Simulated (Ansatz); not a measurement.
# ScAl3: properties at the relaxed cell

One table from this session's results is given with a row withheld; the runs are named, their logs left out.

Method: DFT PBEsol, scalar-relativistic, plane waves, PAW, in Ansatz 0.2.0.

1 further run of the same task is left out (set aside as unsound or not needed).

## The starting structure

The structure is tetragonal, space group I4/mmm (No. 139). Conventional cell: a = 3.991 Å, b = 3.991 Å, c = 8.740 Å, α = 90.00°, β = 90.00°, γ = 90.00°. Sc (site symmetry 4/mmm) is surrounded by 12 Al at 2.82 to 2.96 Å. Al (site symmetry -4m2) is surrounded by 8 Al at 2.82 to 2.96 Å and 4 Sc at 2.96 Å. Al (site symmetry 4/mmm) has 4 Sc at 2.82 Å and 8 Al at 2.96 Å as nearest neighbours.

Coordinates:

```
CELL_PARAMETERS angstrom
-1.99574 1.99574 4.36982
1.99574 -1.99574 4.36982
1.99574 1.99574 -4.36982
ATOMIC_POSITIONS crystal
Sc 0.00000 0.00000 0.00000
Al 0.75000 0.25000 0.50000
Al 0.25000 0.75000 0.50000
Al 0.50000 0.50000 0.00000
```

It goes back to an entry of the Materials Project, which need not be the stable form.

It is the result of an earlier relaxation at this level (volume 17.40 Å³/atom; gap on the mesh: none (metal)).

The first run:

Contents of input.yaml:

```yaml
crystal:
  lattice:
    - [-1.9957388895, 1.9957388895, 4.3698183027]
    - [1.9957388895, -1.9957388895, 4.3698183027]
    - [1.9957388895, 1.9957388895, -4.3698183027]
  atoms:
    - { symbol: Sc, position: [0.0, 0.0, 0.0] }
    - { symbol: Al, position: [0.75, 0.25, 0.5] }
    - { symbol: Al, position: [0.25, 0.75, 0.5] }
    - { symbol: Al, position: [0.5, 0.5, 0.0] }
basis:
  ecutwfc: 420
kpoints:
  mp_grid: { grid: [14, 14, 14] }
  band_path:
    path:
      - [[0.0, 0.0, 0.0], [0.0, 0.0, 0.5], [0.25, 0.25, 0.25], [0.0, 0.5, 0.0], [0.0, 0.0, 0.0], [0.5, 0.5, -0.5], [0.30214596, 0.69785404, -0.30214596]]
      - [[-0.30214596, 0.30214596, 0.30214596], [0.0, 0.0, 0.0]]
      - [[0.0, 0.0, 0.5], [-0.10429193, 0.10429193, 0.5]]
      - [[0.5, 0.5, -0.10429193], [0.5, 0.5, -0.5]]
    npoints: 14
hamiltonian:
  xc: pbesol
scf:
  occupations: { method: gaussian, width: 0.1 }
  n_extra_bands: 10
output:
  forces: true
  stress: true
  eigenvalues: true
  populations: true
  dos: { projected: true, de: 0.02, nscf_kmesh: { grid: [21, 21, 21] } }
  bader: true
  write_density: true
  write_potential: true
  elf: true
  volumetric_format: npy
```

The run is started by

```console
> ansatz run input.yaml --threads 1 --pin off --max-ram 2560MiB --backend cpu --events-out ev --progress --plain --runs-dir out
```

Among the steps run: Bands, states and charges; Back to the database's cell; The cell scaled to 0.97 of its volume; The cell scaled to 1.03 of its volume; The cell scaled to 0.94 of its volume; Point at V/V0 = 1.06; The cell scaled to 0.91 of its volume; The cell scaled to 1.10 of its volume; Point at V/V0 = 0.88.

One table of the session follows, with a row left open; its other results are not shown here.

It belongs to the step «Fit of the equation of state». 

```
volume (Å³/atom)  energy above the lowest point (meV/atom)  pressure (GPa)
          15.316                                      84.0           14.38
          15.838                                      44.6            9.92
          16.361                                      18.7            6.10
          16.883                                         ?               ?
          17.405                                       0.0           -0.02
          17.927                                       4.1           -2.44
          18.449                                      15.6           -4.53
          19.145                                      40.5           -6.84
```

Estimate the missing values for volume (Å³/atom) = 16.883.

Worked estimate for «energy above the lowest point (meV/atom)». A straight line through the neighbours (16.361, 18.7) and (17.405, 0.0) gives 18.7 + (0.0 − 18.7) × (16.883 − 16.361) / (17.405 − 16.361) = 9.4; a parabola fitted to 4 rows on both sides gives 4.4.

The run gave: energy above the lowest point (meV/atom): 4.4; pressure (GPa): 2.80. In «energy above the lowest point (meV/atom)» the line misses by +5.0 and the parabola by 0.0.
